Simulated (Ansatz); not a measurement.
# HSe+ (singlet): from Hartree-Fock to the top rungs at distance Se1–H2 = 1.200 Å, aug-cc-pVDZ

Aim: climb from Hartree-Fock through coupled cluster and multireference methods for HSe+ (singlet) at one geometry and basis, and see what each rung misses.

Method: aug-cc-pVDZ, core rule «outside noble gas», up to 14 orbitals frozen; program: Ansatz 0.2.0, Gaussian basis.

The runs, in order: UHF; CCSD(T) on RHF; CCSD(T) on UHF; BCCD(T) on RHF; CISD; CCSDT(Q) on RHF; CCSDT(Q) on UHF; CASSCF and MRCISD+Q, 2 electrons in 2 orbitals; CASSCF and NEVPT2, 2 electrons in 2 orbitals; CASSCF and MRCISD+Q, 6 electrons in 5 orbitals; CASSCF and NEVPT2, 6 electrons in 5 orbitals; Full CI.

19 further runs of the same task are left out: 1 for a mislabelled method, 14 that didn't finish, 4 set aside as unsound or not needed.

### Step 1. The geometry

The geometry derives from a PBE0/def2-TZVP stationary point (not a proven minimum). One bond is set to the value named and the two fragments are kept rigid. No spin-orbit coupling is included. The filled d shell of Se may be among the frozen orbitals whatever the setting's name suggests; the logs give the count.

2 atoms, charge 1, spin multiplicity 1.

Atoms are counted from 1 here; the program's logs count them from 0.

Bond lengths: Se1–H2 1.200 Å.

### Step 2. UHF

File in.yaml:

```yaml
crystal:
  periodic: [false, false, false]
  atoms:
    - {symbol: Se, position_ang: [0.000000, 0.000000, 0.000000]}
    - {symbol: H, position_ang: [0.000000, 0.000000, 1.200000]}
basis:
  gaussian: {orbitals: aug-cc-pVDZ}
total_charge: 1
magnetization: {spin_polarized: true, initial_magnetization: 0}
hamiltonian: {xc: hf}
output: {orbitals: {seedname: orbitals}}
```

The run is started by

```sh
ansatz run in.yaml --threads 1 --pin off --events-out ev --progress --plain --max-ram 2393MiB
```

After this run come: CCSD(T) on RHF; CCSD(T) on UHF; BCCD(T) on RHF; CISD; CCSDT(Q) on RHF; CCSDT(Q) on UHF; CASSCF and MRCISD+Q, 2 electrons in 2 orbitals; CASSCF and NEVPT2, 2 electrons in 2 orbitals; CASSCF and MRCISD+Q, 6 electrons in 5 orbitals; CASSCF and NEVPT2, 6 electrons in 5 orbitals; Full CI.

**Question.** What will the summary of the whole plan be? Wanted: FCI below the RHF energy; RMP2 from FCI; RCCSD from FCI; RCCSD(T) from FCI; RCCSDT(Q) from FCI; NEVPT2 pair from FCI; MRCISD+Q pair from FCI; NEVPT2 valence from FCI; T1 diagnostic.

**Answer**, as computed:

| quantity | value |
| --- | --- |
| FCI below the RHF energy | -3.5982 eV |
| RMP2 from FCI | +1153.9 meV |
| RCCSD from FCI | +332.3 meV |
| RCCSD(T) from FCI | +163.5 meV |
| RCCSDT(Q) from FCI | -3.0 meV |
| NEVPT2 pair from FCI | +497.8 meV |
| MRCISD+Q pair from FCI | -25.1 meV |
| NEVPT2 valence from FCI | +606.6 meV |
| levels within 1 kcal/mol (43 meV) | RCCSDT, RCCSDT(Q), MRCISD+Q pair, MRCISD+Q valence |
| T1 diagnostic | 0.008 |
| effectively unpaired electrons | 2.02 |

RCCSD(T) lands +163.5 meV from the yardstick (4.5 % of the correlation energy). RCCSDT(Q), MRCISD+Q pair, MRCISD+Q valence fall below full CI, which methods that aren't variational can do. The occupations show strong static correlation (2.0 unpaired electrons where one determinant has 0). Of the multireference levels listed MRCISD+Q valence comes nearest in total energy (-24.0 meV), which doesn't show that its space is the better one. These misses are within one basis, not against nature.
